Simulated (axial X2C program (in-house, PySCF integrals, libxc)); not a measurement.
# A two-component session on SeGa⁺: properties at the nuclei

Aim: properties at the nuclei of SeGa⁺, with spin–orbit coupling in the Hamiltonian from the start.

Program: an in-house X2C program for linear molecules on PySCF integrals. Level of theory: two-component X2C with atomic mean-field terms, Se dyall-cv3z, Ga dyall-cv3z. These are calculated values, not measurements.

### 1 The job

task.json reads:

```json
{"zs": [34, 31], "q": 1, "bas": ["dyall-cv3z", "dyall-cv3z"], "r0": 2.24, "levels": ["PBE0", "HF", "TPSSh", "LDA", "BHandHLYP"], "nst": 3}
```

Keys: zs atomic numbers; q charge; bas basis sets; r0 starting distance in Å; levels methods (HF also brings MP2); nst determinants followed.

Launch:

```bash
> python soeom.py task.json out
```

The runs that follow: Expectation values, lowest determinant; Expectation values, a higher determinant; Expectation values, a higher determinant.

What does the calculation give? Wanted: lowest determinant; Eeff magnitude; Ws magnitude Se; A∥/gI Se; qzz Se; higher determinant (for each run or level that gives them).

The runs gave:

```
                                        quantity                                            value
                              lowest determinant   Ω = 2 (excess of +ω over −ω: ω = 1/2, ω = 3/2)
                    Eeff magnitude (GV/cm), PBE0                                             2.56
                     Ws magnitude Se (kHz), PBE0                                           0.0784
                            A∥/gI Se (MHz), PBE0                                              390
                             qzz Se (a.u.), PBE0                                             3.63
                              higher determinant  Ω = 1 (excess of +ω over −ω: ω = -1/2, ω = 3/2)
Eeff magnitude (GV/cm), PBE0, higher determinant                                             2.63
 Ws magnitude Se (kHz), PBE0, higher determinant                                            0.164
        A∥/gI Se (MHz), PBE0, higher determinant                                              534
         qzz Se (a.u.), PBE0, higher determinant                                             0.82
                              higher determinant        Ω = 1 (excess of +ω over −ω: 2 × ω = 1/2)
Eeff magnitude (GV/cm), PBE0, higher determinant                                             2.49
 Ws magnitude Se (kHz), PBE0, higher determinant                                             0.16
        A∥/gI Se (MHz), PBE0, higher determinant                                             1500
         qzz Se (a.u.), PBE0, higher determinant                                             3.33
```

**Reading.** In the first state, the effective field runs from 2.21 to 3.69 GV/cm over the mean-field levels. The expectation values come from single determinants, which for open shells can mix terms of unlike spin or miss the lowest Ω, so a determinant need not be a state. Eeff is the effective electric field on the electron dipole moment in this Ω state and Ws the scalar–pseudoscalar constant (defined with the proton number Z and per Ω); A∥ is the parallel hyperfine constant, which follows by multiplying with the nuclear g factor gI = μI/(I μN); qzz is the electric field gradient, eQq0 = 234.96 MHz × Q/barn × qzz. The operators were transformed with the bare-nucleus X2C matrices.
